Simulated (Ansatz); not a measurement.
# CsPbCl3: the cost of one run

Program: Ansatz 0.2.0. Level of theory: DFT PBEsol, scalar-relativistic, plane waves, PAW, and further levels as typed in the inputs. These are calculated values, not measurements.

### 1 Starting point

Symmetry: Pnma, No. 62, orthorhombic system. The conventional cell has a = 7.837 Å, b = 11.400 Å, c = 7.884 Å, α = 90.00°, β = 90.00°, γ = 90.00°. Cs (site symmetry m) has 7 Cl at 3.61 to 3.96 Å as nearest neighbours. Pb (site symmetry -1) is surrounded by 6 Cl at 2.83 to 2.85 Å. Cl (site symmetry 1) is surrounded by 2 Pb at 2.83 Å and 2 Cs at 3.61 to 3.66 Å. Around Cl (site symmetry m) lie 2 Pb at 2.85 Å and 3 Cs at 3.71 to 3.96 Å.

As a file:

```cif
data_structure
_symmetry_space_group_name_H-M 'P 1'
_symmetry_Int_Tables_number 1
_cell_length_a 7.8368
_cell_length_b 11.4004
_cell_length_c 7.8837
_cell_angle_alpha 90.000
_cell_angle_beta 90.000
_cell_angle_gamma 90.000
_cell_volume 704.35
loop_
_atom_site_label
_atom_site_type_symbol
_atom_site_fract_x
_atom_site_fract_y
_atom_site_fract_z
_atom_site_occupancy
Cs1 Cs 0.99498 0.75000 0.00940 1
Cs2 Cs 0.49498 0.75000 0.49060 1
Cs3 Cs 0.00502 0.25000 0.99060 1
Cs4 Cs 0.50502 0.25000 0.50940 1
Pb1 Pb 0.50000 0.00000 0.00000 1
Pb2 Pb 0.00000 0.50000 0.50000 1
Pb3 Pb 0.00000 0.00000 0.50000 1
Pb4 Pb 0.50000 0.50000 0.00000 1
Cl1 Cl 0.70241 0.99172 0.70275 1
Cl2 Cl 0.29759 0.49172 0.29725 1
Cl3 Cl 0.70241 0.50828 0.70275 1
Cl4 Cl 0.29759 0.00828 0.29725 1
Cl5 Cl 0.50041 0.25000 0.98019 1
Cl6 Cl 0.20241 0.50828 0.79725 1
Cl7 Cl 0.99959 0.75000 0.48019 1
Cl8 Cl 0.79759 0.49172 0.20275 1
Cl9 Cl 0.79759 0.00828 0.20275 1
Cl10 Cl 0.49959 0.75000 0.01981 1
Cl11 Cl 0.00041 0.25000 0.51981 1
Cl12 Cl 0.20241 0.99172 0.79725 1
```

### 2 Relaxing cell and atoms: CsPbCl3, no spin

Contents of input.yaml:

```yaml
crystal:
  lattice:
    - [7.8367594406, 0.0, 0.0]
    - [0.0, 11.4004347196, 0.0]
    - [0.0, 0.0, 7.883678664]
  atoms:
    - { symbol: Cs, position: [0.9949791, 0.75, 0.00940113] }
    - { symbol: Cs, position: [0.4949791, 0.75, 0.49059887] }
    - { symbol: Cs, position: [0.0050209, 0.25, 0.99059887] }
    - { symbol: Cs, position: [0.5050209, 0.25, 0.50940113] }
    - { symbol: Pb, position: [0.5, 0.0, 0.0] }
    - { symbol: Pb, position: [0.0, 0.5, 0.5] }
    - { symbol: Pb, position: [0.0, 0.0, 0.5] }
    - { symbol: Pb, position: [0.5, 0.5, 0.0] }
    - { symbol: Cl, position: [0.70241325, 0.9917242, 0.7027528] }
    - { symbol: Cl, position: [0.29758675, 0.4917242, 0.2972472] }
    - { symbol: Cl, position: [0.70241325, 0.5082758, 0.7027528] }
    - { symbol: Cl, position: [0.29758675, 0.0082758, 0.2972472] }
    - { symbol: Cl, position: [0.50040697, 0.25, 0.98018564] }
    - { symbol: Cl, position: [0.20241325, 0.5082758, 0.7972472] }
    - { symbol: Cl, position: [0.99959303, 0.75, 0.48018564] }
    - { symbol: Cl, position: [0.79758675, 0.4917242, 0.2027528] }
    - { symbol: Cl, position: [0.79758675, 0.0082758, 0.2027528] }
    - { symbol: Cl, position: [0.49959303, 0.75, 0.01981436] }
    - { symbol: Cl, position: [0.00040697, 0.25, 0.51981436] }
    - { symbol: Cl, position: [0.20241325, 0.9917242, 0.7972472] }
scf:
  occupations: { method: fixed }
output:
  forces: true
  stress: true
  eigenvalues: true
  write_density: true
  write_potential: true
  elf: true
  volumetric_format: npy
kpoints:
  mp_grid: { grid: [4, 2, 4] }
hamiltonian:
  xc: pbesol
relax:
  f_tol: 0.005
  max_steps: 60
  cell: { stress_tol: 0.03 }
```

Launch:

```bash
$ ansatz run input.yaml --threads 8 --pin off --max-ram 40960MiB --backend cpu --events-out ev --progress --plain --runs-dir out
```

What time and memory should one allow on 8 threads of Intel Xeon Platinum 8559C (Emerald Rapids), shared host?

About 2.3 min, with a peak of 3.9 GiB.
